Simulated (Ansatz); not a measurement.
# CaAl4O: the cost of one run

Program: Ansatz 0.2.0. Level of theory: DFT PBE, scalar-relativistic, plane waves, PAW. These are calculated values, not measurements.

1 further run of the same task is left out (it didn't finish).

### Step 1. The system as given

It takes space group P-6m2 (No. 187, hexagonal). The conventional cell has a = 5.282 Å, b = 5.282 Å, c = 4.242 Å, α = 90.00°, β = 90.00°, γ = 120.00°. Ca (site symmetry -6m2) has 15 Al at 3.05 to 3.39 Å and 3 O at 3.05 Å in its first shell of neighbours. Around Al (site symmetry -6m2) lie 6 Al at 2.62 Å and 3 O at 3.05 Å and 3 Ca at 3.05 Å. Around Al (site symmetry mm2) lie 2 O at 2.60 Å and 6 Al at 2.62 to 2.67 Å. O (site symmetry -6m2) has 9 Al at 2.60 to 3.05 Å and 3 Ca at 3.05 Å in its first shell of neighbours.

As a file:

```
Ca Al O
1.0
     5.28247    0.00000    0.00000
    -2.64123    4.57475    0.00000
     0.00000    0.00000    4.24230
Ca Al O
1 4 1
Direct
  0.00000 0.00000 0.00000
  0.66667 0.33333 0.00000
  0.00306 0.50153 0.50000
  0.49847 0.50153 0.50000
  0.49847 0.99694 0.50000
  0.33333 0.66667 0.00000
```

The cell is invented: species swapped into a database cell of HoCo4Ni (P-6m2, No. 187), with Ca on the Ho sites, Al on the Co sites and O on the Ni sites. The dimensions are guesses.

### Step 2. A first look at the guess

input.yaml

```yaml
crystal:
  lattice:
    - [5.28246761, 0.0, 0.0]
    - [-2.64123381, 4.57475115, 0.0]
    - [0.0, 0.0, 4.24230386]
  atoms:
    - { symbol: Ca, position: [0.0, 0.0, 0.0] }
    - { symbol: Al, position: [0.66666667, 0.33333333, 0.0] }
    - { symbol: Al, position: [0.003057, 0.5015285, 0.5] }
    - { symbol: Al, position: [0.4984715, 0.5015285, 0.5] }
    - { symbol: Al, position: [0.4984715, 0.996943, 0.5] }
    - { symbol: O, position: [0.33333333, 0.66666667, 0.0] }
basis:
  ecutwfc: 420
kpoints:
  mp_grid: { grid: [6, 6, 4] }
hamiltonian:
  xc: pbe
scf:
  occupations: { method: gaussian, width: 0.1 }
  lower_state_search: "off"
output:
  forces: true
  stress: true
  eigenvalues: true
```

The run is started by

```console
$ ansatz run input.yaml --threads 1 --pin off --max-ram 2560MiB --backend cpu --events-out ev --progress --plain --runs-dir out
```

Q: Estimate wall time and peak memory on 1 thread of Intel Xeon at 2.50GHz (Skylake/Cascade Lake), shared host.

About 9.8 s, with a peak of 0.34 GiB.
